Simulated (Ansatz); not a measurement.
# HfB under changes of volume

One of the cells (12.326 Å³/atom); the others are scaled copies at fixed shape and fractional positions:

```
CELL_PARAMETERS angstrom
0.00000 2.31000 2.31000
2.31000 0.00000 2.31000
2.31000 2.31000 0.00000
ATOMIC_POSITIONS crystal
Hf 0.50000 0.50000 0.50000
B 0.00000 0.00000 0.00000
```

```yaml
Program: Ansatz 0.2.0
Functional: PBEsol
Potentials_or_basis: Ansatz PAW
Cutoff: "420 eV (not typed: the program's choice for these potentials)"
k_mesh: 10 × 10 × 10
Occupations: fermi-dirac, width 0.05 eV
Spin: no spin polarisation
```

```csv
volume (Å³/atom),energy over the lowest point (meV/atom),pressure (GPa)
11.587,219.65,41.3
11.833,161.50,34.7
12.080,113.03,28.7
12.326,?,?
12.573,41.78,18.2
12.819,17.53,13.6
13.066,0.00,9.5
```

Problem. What does the run at 12.326 Å³/atom give?

Solution. Energy over the lowest point 73.37 meV/atom; pressure 23.2 GPa.

Worked out: A Birch-Murnaghan fit of order 3 (a polynomial in V^(-2/3)) to the other rows has no minimum within the range. It gives 73.42 meV/atom at 12.326 Å³/atom, against the run's 73.37, and -dE/dV = 23.1 GPa, against 23.2.

Energies are extrapolated to zero smearing.

Caveats: the PAW data sets come from PBE, with cores solved anew for the run's functional, which leaves a small shift of forces and pressure.
